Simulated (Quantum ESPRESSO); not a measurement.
# GeW (Fm-3m) in Quantum ESPRESSO: a series of runs

One crystal, GeW, is run at these levels: PBEsol; tasks: phonons.

All numbers are computed with Quantum ESPRESSO 7.5; they aren't measurements. Logs are shortened: lines on timing, memory, paths and dates and some standing lists are left out, and cuts for length are marked.

## 1. The crystal as given

The structure is cubic, space group Fm-3m (No. 225). Conventional cell: a = 5.155 Å, b = 5.155 Å, c = 5.155 Å, α = 90.00°, β = 90.00°, γ = 90.00°. Ge (site symmetry m-3m) is surrounded by 6 W at 2.58 Å. W (site symmetry m-3m) is surrounded by 6 Ge at 2.58 Å.

The cell was built by a generator and needn't be a form met in nature.

## 2. Phonons, PBEsol, target pressure 2 GPa, at which the enthalpy is minimised

The input, pw.in:

```
&CONTROL
  calculation = 'scf'
  prefix = 'pwscf'
  outdir = './tmp'
  pseudo_dir = './pseudo'
  tprnfor = .true.
  tstress = .true.
  disk_io = 'low'
/
&SYSTEM
  ibrav = 0
  nat = 2
  ntyp = 2
  ecutwfc = 78
  nbnd = 21
  occupations = 'smearing'
  smearing = 'mv'
  degauss = 0.01469973
/
&ELECTRONS
  conv_thr = 4d-10
  electron_maxstep = 120
  mixing_beta = 0.5
/
ATOMIC_SPECIES
Ge    72.6300 Ge.upf
W    183.8400 W.upf
CELL_PARAMETERS angstrom
   0.0000000000    2.5776100000    2.5776100000
   2.5776100000    0.0000000000    2.5776100000
   2.5776100000    2.5776100000    0.0000000000
ATOMIC_POSITIONS crystal
Ge     0.5000000000    0.5000000000    0.5000000000
W      0.0000000000    0.0000000000    0.0000000000
K_POINTS automatic
8 8 8 0 0 0
```

The input, relax.in:

```
&CONTROL
  calculation = 'vc-relax'
  prefix = 'pwscf'
  outdir = './tmp'
  pseudo_dir = './pseudo'
  tprnfor = .true.
  tstress = .true.
  disk_io = 'low'
  nstep = 40
  forc_conv_thr = 0.0001
  etot_conv_thr = 1d-06
/
&SYSTEM
  ibrav = 0
  nat = 2
  ntyp = 2
  ecutwfc = 78
  nbnd = 21
  occupations = 'smearing'
  smearing = 'mv'
  degauss = 0.01469973
/
&ELECTRONS
  conv_thr = 4d-10
  electron_maxstep = 120
  mixing_beta = 0.5
/
&IONS
  ion_dynamics = 'bfgs'
/
&CELL
  cell_dynamics = 'bfgs'
  press = 20
  press_conv_thr = 0.2
/
ATOMIC_SPECIES
Ge    72.6300 Ge.upf
W    183.8400 W.upf
CELL_PARAMETERS angstrom
   0.0000000000    2.5776100000    2.5776100000
   2.5776100000    0.0000000000    2.5776100000
   2.5776100000    2.5776100000    0.0000000000
ATOMIC_POSITIONS crystal
Ge     0.5000000000    0.5000000000    0.5000000000
W      0.0000000000    0.0000000000    0.0000000000
K_POINTS automatic
8 8 8 0 0 0
```

The input, scf2.in:

```
&CONTROL
  calculation = 'scf'
  prefix = 'pwscf'
  outdir = './tmp'
  pseudo_dir = './pseudo'
  tprnfor = .true.
  tstress = .true.
  disk_io = 'low'
/
&SYSTEM
  ibrav = 0
  nat = 2
  ntyp = 2
  ecutwfc = 78
  nbnd = 21
  occupations = 'smearing'
  smearing = 'mv'
  degauss = 0.01469973
/
&ELECTRONS
  conv_thr = 1d-13
  electron_maxstep = 120
  mixing_beta = 0.5
  startingpot = 'file'
  startingwfc = 'file'
/
ATOMIC_SPECIES
Ge    72.6300 Ge.upf
W    183.8400 W.upf
CELL_PARAMETERS angstrom
   0.0000000000    2.5422280441    2.5422280441
   2.5422280441    0.0000000000    2.5422280441
   2.5422280441    2.5422280441    0.0000000000
ATOMIC_POSITIONS crystal
Ge     0.5000000000    0.5000000000    0.5000000000
W      0.0000000000    0.0000000000    0.0000000000
K_POINTS automatic
8 8 8 0 0 0
```

The input, ph.in:

```
phonons of GeW
&INPUTPH
  prefix = 'pwscf'
  outdir = './tmp'
  tr2_ph = 1d-18
  fildyn = 'dyn'
  niter_ph = 90
  alpha_mix(1) = 0.4
/
0.0000000000 0.0000000000 0.0000000000
```

The input, dynmat.in:

```
&INPUT
  fildyn = 'dyn'
  asr = 'crystal'
  filout = 'dynmat.disp'
  fileig = 'dynmat.eig'
/
```

Potentials or basis: PseudoDojo 0.4.1 SR PBEsol standard.

The run is started by

```console
$ OMP_NUM_THREADS=1 pw.x -in pw.in > pw.out
$ OMP_NUM_THREADS=1 pw.x -in relax.in > relax.out
$ OMP_NUM_THREADS=1 pw.x -in scf2.in > scf2.out
$ OMP_NUM_THREADS=1 ph.x -in ph.in > ph.out
$ OMP_NUM_THREADS=1 dynmat.x -in dynmat.in > dynmat.out
```

pw.out:

```text
This program is part of the open-source Quantum ESPRESSO suite
     for quantum simulation of materials; please cite
[... 9 lines left out ...]
     --------------------
     sticks:   dense  smooth     PW     G-vecs:    dense   smooth      PW
     Sum        1027    1027    313                21595    21595    3527

     Using Slab Decomposition

     bravais-lattice index     =            0
     lattice parameter (alat)  =       6.8886  a.u.
     unit-cell volume          =     231.1417 (a.u.)^3
     number of atoms/cell      =            2
     number of atomic types    =            2
     number of electrons       =        28.00
     number of Kohn-Sham states=           21
     kinetic-energy cutoff     =      78.0000  Ry
     charge density cutoff     =     312.0000  Ry
     scf convergence threshold =      4.0E-10
     mixing beta               =       0.5000
     number of iterations used =            8  plain     mixing
     Exchange-correlation= PBESOL
                           (   1   4  10   8   0   0   0)

     celldm(1)=   6.888602  celldm(2)=   0.000000  celldm(3)=   0.000000
     celldm(4)=   0.000000  celldm(5)=   0.000000  celldm(6)=   0.000000

     crystal axes: (cart. coord. in units of alat)
               a(1) = (   0.000000   0.707107   0.707107 )
               a(2) = (   0.707107   0.000000   0.707107 )
               a(3) = (   0.707107   0.707107   0.000000 )

     reciprocal axes: (cart. coord. in units 2 pi/alat)
               b(1) = ( -0.707107  0.707107  0.707107 )
               b(2) = (  0.707107 -0.707107  0.707107 )
               b(3) = (  0.707107  0.707107 -0.707107 )

     PseudoPot. # 1 for Ge read from file:
     Ge.upf
     Pseudo is Norm-conserving + core correction, Zval = 14.0
     Generated using ONCVPSP code by D. R. Hamann
     Using radial grid of 1560 points,  6 beta functions with:
                l(1) =   0
                l(2) =   0
                l(3) =   1
                l(4) =   1
                l(5) =   2
                l(6) =   2

     PseudoPot. # 2 for W  read from file:
     W.upf
     Pseudo is Norm-conserving + core correction, Zval = 14.0
     Generated using ONCVPSP code by D. R. Hamann
     Using radial grid of 1396 points,  8 beta functions with:
                l(1) =   0
                l(2) =   0
                l(3) =   1
                l(4) =   1
                l(5) =   2
                l(6) =   2
                l(7) =   3
                l(8) =   3

     atomic species   valence    mass     pseudopotential
     Ge               14.00    72.63000     Ge( 1.00)
     W                14.00   183.84000     W ( 1.00)

     48 Sym. Ops., with inversion, found

   Cartesian axes

     site n.     atom                  positions (alat units)
         1        Ge     tau(   1) = (   0.7071068   0.7071068   0.7071068  )
         2        W      tau(   2) = (   0.0000000   0.0000000   0.0000000  )

     number of k points=    29  Marzari-Vanderbilt smearing, width (Ry)=  0.0147
                       cart. coord. in units 2pi/alat
        k(    1) = (   0.0000000   0.0000000   0.0000000), wk =   0.0039062
        k(    2) = (   0.0883883   0.0883883  -0.0883883), wk =   0.0312500
        k(    3) = (   0.1767767   0.1767767  -0.1767767), wk =   0.0312500
        k(    4) = (   0.2651650   0.2651650  -0.2651650), wk =   0.0312500
        k(    5) = (  -0.3535534  -0.3535534   0.3535534), wk =   0.0156250
        k(    6) = (   0.1767767   0.0000000   0.0000000), wk =   0.0234375
[... 21 lines left out ...]
        k(   28) = (  -0.7071068   0.1767767  -0.0000000), wk =   0.0468750
        k(   29) = (  -0.7071068   0.3535534   0.0000000), wk =   0.0234375

     Dense  grid:    21595 G-vectors     FFT dimensions: (  40,  40,  40)

     Initial potential from superposition of free atoms

     starting charge      27.9988, renormalised to      28.0000
     Starting wfcs are   19 randomized atomic wfcs +    2 random wfcs

     Self-consistent Calculation

     iteration #  1     ecut=    78.00 Ry     beta= 0.50
     Davidson diagonalization with overlap
     ethr =  1.00E-02,  avg # of iterations =  4.8

     Threshold (ethr) on eigenvalues was too large:
     Diagonalizing with lowered threshold

     Davidson diagonalization with overlap
     ethr =  1.62E-04,  avg # of iterations =  3.1

     total energy              =    -329.92830219 Ry
     estimated scf accuracy    <       0.04626353 Ry

     iteration #  2     ecut=    78.00 Ry     beta= 0.50
     Davidson diagonalization with overlap
     ethr =  1.65E-04,  avg # of iterations =  2.0
[... 43 lines left out ...]
     total energy              =    -329.94090994 Ry
     estimated scf accuracy    <          4.7E-10 Ry

     iteration #  9     ecut=    78.00 Ry     beta= 0.50
     Davidson diagonalization with overlap
     ethr =  1.68E-12,  avg # of iterations =  2.0

     End of self-consistent calculation

          k = 0.0000 0.0000 0.0000 (  2733 PWs)   bands (ev):

   -57.4375 -21.6034 -21.6034 -21.6034  -7.4350  -7.4350  -7.3647  -7.3647
    -7.3647   4.7156  15.4423  15.4423  15.4423  16.1879  16.1879  19.4825
    19.4825  19.4825  24.5329  25.2613  32.1733

          k = 0.0884 0.0884-0.0884 (  2698 PWs)   bands (ev):

   -57.4370 -21.6185 -21.6061 -21.6061  -7.4295  -7.4295  -7.3633  -7.3624
    -7.3624   5.0208  14.8693  15.2499  15.2499  15.8942  15.8942  18.7941
    20.5360  20.5360  25.6190  25.8625  29.6385
[... 13 lines left out ...]
          k =-0.3536-0.3536 0.3536 (  2692 PWs)   bands (ev):

   -57.4343 -21.7055 -21.6220 -21.6220  -7.3980  -7.3980  -7.3550  -7.3483
    -7.3483   8.3539  10.0370  13.3246  13.3246  17.5628  17.5628  18.2828
    21.6379  24.6077  24.6077  26.2066  26.2066

          k = 0.1768 0.0000 0.0000 (  2701 PWs)   bands (ev):

   -57.4368 -21.6193 -21.6089 -21.6089  -7.4333  -7.4239  -7.3663  -7.3601
    -7.3601   5.1142  14.6692  15.1113  15.3774  15.3774  16.3153  19.8335
    19.8335  20.1999  25.9528  26.4710  29.2225

          k = 0.2652 0.0884-0.0884 (  2690 PWs)   bands (ev):

   -57.4359 -21.6456 -21.6155 -21.6147  -7.4266  -7.4138  -7.3655  -7.3552
    -7.3546   5.7737  13.4477  14.3463  14.9102  15.7726  16.6188  18.9091
    20.7509  22.1311  25.8496  26.9703  28.2192
[... 19 lines left out ...]
          k =-0.0884-0.2652 0.2652 (  2682 PWs)   bands (ev):

   -57.4352 -21.6682 -21.6250 -21.6153  -7.4186  -7.4042  -7.3588  -7.3550
    -7.3515   6.5105  12.5408  13.8585  13.8694  16.3865  17.1827  18.5305
    21.1761  24.0603  24.8020  26.6481  27.1866

          k = 0.0000-0.1768 0.1768 (  2705 PWs)   bands (ev):

   -57.4363 -21.6369 -21.6148 -21.6088  -7.4273  -7.4174  -7.3625  -7.3603
    -7.3567   5.5093  14.1675  14.4864  14.6081  15.8112  16.5182  19.0878
    20.0331  22.4956  26.1668  26.2491  28.4777

          k = 0.3536 0.0000 0.0000 (  2682 PWs)   bands (ev):

   -57.4354 -21.6539 -21.6221 -21.6221  -7.4292  -7.4123  -7.3701  -7.3500
    -7.3500   6.1320  12.8085  14.4373  15.4784  15.4784  16.6424  20.0203
    20.0203  21.1065  24.5999  27.4273  29.0129

          k = 0.4419 0.0884-0.0884 (  2693 PWs)   bands (ev):

   -57.4345 -21.6738 -21.6316 -21.6287  -7.4225  -7.4125  -7.3692  -7.3460
    -7.3455   6.8676  12.2208  13.8173  15.0202  15.9235  17.3041  18.9063
    20.1470  22.4883  22.8743  27.2869  29.1113
[... 7 lines left out ...]
          k =-0.0884-0.4419 0.4419 (  2686 PWs)   bands (ev):

   -57.4337 -21.6847 -21.6536 -21.6285  -7.4171  -7.4001  -7.3556  -7.3492
    -7.3458   8.1018  11.1791  13.0776  13.7943  17.1249  17.3903  18.4253
    20.4233  22.6745  23.9025  27.6399  29.0670

          k = 0.0000-0.3536 0.3536 (  2700 PWs)   bands (ev):

   -57.4343 -21.6777 -21.6449 -21.6219  -7.4190  -7.3975  -7.3548  -7.3507
    -7.3505   7.4392  11.6533  13.3113  13.6682  16.7617  17.7722  18.7902
    19.9932  23.6972  24.7425  26.6054  27.9981

          k = 0.5303-0.0000 0.0000 (  2674 PWs)   bands (ev):

   -57.4339 -21.6832 -21.6352 -21.6352  -7.4251  -7.4212  -7.3739  -7.3417
    -7.3417   7.0843  12.3334  13.8807  16.0316  16.0316  17.0023  19.1145
    19.1145  20.4083  22.2522  28.5837  30.6534

          k =-0.0884-0.6187 0.6187 (  2689 PWs)   bands (ev):

   -57.4335 -21.6882 -21.6453 -21.6379  -7.4260  -7.4196  -7.3719  -7.3408
    -7.3402   7.4483  12.5712  13.4763  15.3999  16.1487  17.9122  18.2564
    18.9535  19.7781  23.1035  28.3846  30.5119

          k = 0.0000-0.5303 0.5303 (  2686 PWs)   bands (ev):

   -57.4334 -21.6787 -21.6630 -21.6351  -7.4243  -7.4093  -7.3642  -7.3440
    -7.3419   7.8617  12.3456  12.8587  14.4642  16.1682  17.7903  18.8502
    19.3411  20.5564  24.3270  27.9716  29.0007

          k =-0.7071 0.0000 0.0000 (  2698 PWs)   bands (ev):

   -57.4333 -21.6938 -21.6406 -21.6406  -7.4308  -7.4234  -7.3755  -7.3387
    -7.3387   7.3484  12.8282  13.6743  16.6399  16.6399  17.1631  18.2306
    18.2306  18.5358  22.6583  28.9629  31.7302

          k = 0.3536 0.1768 0.0000 (  2690 PWs)   bands (ev):

   -57.4350 -21.6645 -21.6288 -21.6195  -7.4229  -7.4068  -7.3648  -7.3506
    -7.3498   6.5145  12.5432  13.8799  14.3585  16.0952  17.2443  19.1538
    20.0863  23.2284  24.9638  26.6915  27.0859

          k =-0.2652-0.4419 0.6187 (  2686 PWs)   bands (ev):

   -57.4341 -21.6829 -21.6405 -21.6263  -7.4169  -7.4021  -7.3598  -7.3490
    -7.3461   7.5269  11.5729  13.3414  13.8730  16.7400  17.7718  18.3332
    20.5905  22.5918  25.0464  26.7663  27.3849
[... 13 lines left out ...]
          k =-0.0884-0.4419 0.6187 (  2685 PWs)   bands (ev):

   -57.4334 -21.6793 -21.6575 -21.6383  -7.4245  -7.4063  -7.3614  -7.3484
    -7.3404   7.8995  12.1292  13.0569  13.9223  16.9164  17.9326  18.1302
    19.5614  20.6116  25.3068  27.7668  28.4496

          k = 0.0000-0.3536 0.5303 (  2689 PWs)   bands (ev):

   -57.4336 -21.6764 -21.6608 -21.6337  -7.4224  -7.4017  -7.3547  -7.3535
    -7.3422   7.9951  11.6812  13.0406  13.7779  17.2748  17.3273  18.9019
    19.2141  21.6010  25.4963  27.6224  28.1610

          k =-0.7071 0.1768-0.0000 (  2686 PWs)   bands (ev):

   -57.4333 -21.6861 -21.6485 -21.6431  -7.4293  -7.4144  -7.3692  -7.3432
    -7.3387   7.6221  12.8337  13.3627  14.2926  17.2234  17.8560  18.2320
    18.2938  19.7720  23.9992  28.3229  29.7191

          k =-0.7071 0.3536 0.0000 (  2720 PWs)   bands (ev):

   -57.4333 -21.6674 -21.6674 -21.6457  -7.4289  -7.4043  -7.3553  -7.3553
    -7.3387   7.9623  12.9718  12.9718  13.0454  17.9180  18.0692  18.0692
    18.2334  20.2141  27.8586  27.9006  28.1122

     the Fermi energy is    17.1815 ev

!    total energy              =    -329.94090994 Ry
     estimated scf accuracy    <          3.1E-11 Ry
     smearing contrib. (-TS)   =      -0.00136141 Ry
     internal energy E=F+TS    =    -329.93954853 Ry

     The total energy is F=E-TS. E is the sum of the following terms:
     one-electron contribution =     -88.67462737 Ry
     hartree contribution      =      63.21287562 Ry
     xc contribution           =     -76.14154679 Ry
     ewald contribution        =    -228.33624999 Ry

     convergence has been achieved in   9 iterations

     Forces acting on atoms (cartesian axes, Ry/au):

     atom    1 type  1   force =     0.00000000    0.00000000    0.00000000
     atom    2 type  2   force =     0.00000000   -0.00000000   -0.00000000

     Total force =     0.000000     Total SCF correction =     0.000000

     Computing stress (Cartesian axis) and pressure

          total   stress  (Ry/bohr**3)                   (kbar)     P=      -54.73
  -0.00037207   0.00000000   0.00000000          -54.73        0.00        0.00
   0.00000000  -0.00037207   0.00000000            0.00      -54.73        0.00
   0.00000000   0.00000000  -0.00037207            0.00        0.00      -54.73

=------------------------------------------------------------------------------=
   JOB DONE.
=------------------------------------------------------------------------------=
```

Run time: 11 min. Hardware: 1 thread of Arm Neoverse V2, shared host; peak memory 0.08 GiB.

Results:

```
Free energy                            : -4489.0908 eV
Relaxed volume                         : 16.43 Å³/atom
Relaxed cell                           : a = 3.595 Å, b = 3.595 Å, c = 3.595 Å, α = 60.00°, β = 60.00°, γ = 60.00°
Space group after relaxing (to 0.05 Å) : Fm-3m (No. 225)
Pressure after relaxing                : 2.0 GPa
Band gap on the k mesh                 : none (metal or under the smearing width)
Highest phonon frequency at Γ          : 235 cm⁻¹
```

Step by step:
```
step  energy change (eV)  largest force (eV/Å)  pressure (GPa)  volume (Å³)
   1              0.0000                0.0000           -5.47        34.25
   2             -0.0174                0.0000            1.39        32.96
   3             -0.0162                0.0000            2.05        32.85
   4             -0.0163                0.0000            2.00        32.86
```

Final structure:
```
Ge W
1.0
     0.00000    2.54223    2.54223
     2.54223    0.00000    2.54223
     2.54223    2.54223    0.00000
Ge W
1 1
Direct
  0.50000 0.50000 0.50000
  0.00000 0.00000 0.00000
```

Levels at points of the mesh, in eV from the Fermi level:
```csv
k point,band 12,band 13,band 14,band 15,band 16,band 17
"(0.00, 0.00, 0.00)",-1.86,-1.86,-1.04,-1.04,2.38,2.38
"(0.00, 0.00, -0.50)",-4.05,-4.05,0.40,0.40,1.20,4.51
"(0.00, -0.50, -0.50)",-3.74,-0.55,-0.55,0.00,1.11,1.11
```

Phonon frequencies in cm⁻¹ (negative: imaginary):
```tsv
q point	frequencies
(0.000, 0.000, 0.000)	-10 -10 -10 235 235 235
```

Optical modes at Γ, degenerate ones joined:
```tsv
cm⁻¹	components	symmetry	active in
235	3	T1u	IR
```

Caveat: the mesh is thin for the phonons of a metal. Spin-orbit coupling is left out, which matters for the levels of W.

(Part 1 of 2 ends here.)
